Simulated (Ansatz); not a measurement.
**Eu3Si (antiAuCu3): equation of state and elastic constants**

One table from this session's results is given with a row withheld; the runs are named, their logs left out.

Method: DFT PBEsol, scalar-relativistic, plane waves, PAW, in Ansatz 0.2.0.

## The starting structure

The structure is cubic, space group Pm-3m (No. 221). The conventional cell has a = 4.713 Å, b = 4.713 Å, c = 4.713 Å, α = 90.00°, β = 90.00°, γ = 90.00°. Eu (site symmetry 4/mmm) is surrounded by 8 Eu at 3.33 Å and 4 Si at 3.33 Å. Si (site symmetry m-3m) is surrounded by 12 Eu at 3.33 Å.

As a file:

```
CELL_PARAMETERS angstrom
4.71342 0.00000 0.00000
0.00000 4.71342 0.00000
0.00000 0.00000 4.71342
ATOMIC_POSITIONS crystal
Eu 0.00000 0.50000 0.50000
Eu 0.50000 0.50000 0.00000
Eu 0.50000 0.00000 0.50000
Si 0.00000 0.00000 0.00000
```

An earlier run at PBEsol left this cell at 26.179 Å³/atom and 0.00 GPa (6×6×6 mesh).

Volume factors to run: 0.980, 1.020, 0.960, 1.040.

The first run:

input.yaml

```yaml
crystal:
  lattice:
    - [4.6817850205, 0.0, 0.0]
    - [0.0, 4.6817850205, 0.0]
    - [0.0, 0.0, 4.6817850205]
  atoms:
    - { symbol: Eu, position: [0.0, 0.5, 0.5], spin: 7.64 }
    - { symbol: Eu, position: [0.5, 0.5, 0.0], spin: 7.64 }
    - { symbol: Eu, position: [0.5, 0.0, 0.5], spin: 7.64 }
    - { symbol: Si, position: [0.0, 0.0, 0.0] }
basis:
  ecutwfc: 420
  ecutrho_ratio: 4
kpoints:
  mp_grid: { grid: [6, 6, 6] }
hamiltonian:
  xc: pbesol
scf:
  occupations: { method: gaussian, width: 0.05 }
output:
  forces: true
  stress: true
  eigenvalues: true
  populations: true
magnetization:
  spin_polarized: true
```

Started as:

```console
ansatz run input.yaml --threads 4 --pin off --max-ram 4096MiB --backend cpu --events-out ev --progress --plain --runs-dir out
```

Among the steps run: Volume × 0.980; Volume × 1.020; At 0.960 of the relaxed volume; Volume × 1.040.

One table of the session follows, with a row left open; its other results are not shown here.

It belongs to the step «Energy and pressure against volume». 

```
volume (Å³/atom)  energy (meV/atom)  pressure (GPa)  moment of atom 1 (μB)
          25.132               5.48            1.73                   6.93
          25.655                  ?               ?                      ?
          26.179               0.00            0.00                   6.94
          26.702               1.20           -0.70                   6.95
          27.226               4.49           -1.32                   6.96
```

**Question.** Estimate the row for volume (Å³/atom) = 25.655.

Worked estimate for «energy (meV/atom)». A straight line through the neighbours (25.132, 5.48) and (26.179, 0.00) gives 5.48 + (0.00 − 5.48) × (25.655 − 25.132) / (26.179 − 25.132) = 2.74; a parabola fitted to 3 rows on both sides gives 1.43.

The run gave: energy (meV/atom): 1.31; pressure (GPa): 0.82; moment of atom 1 (μB): 6.94. In «energy (meV/atom)» the line misses by +1.43 and the parabola by +0.12.

To keep in mind: Warnings in the runs' records: given moment on shells.
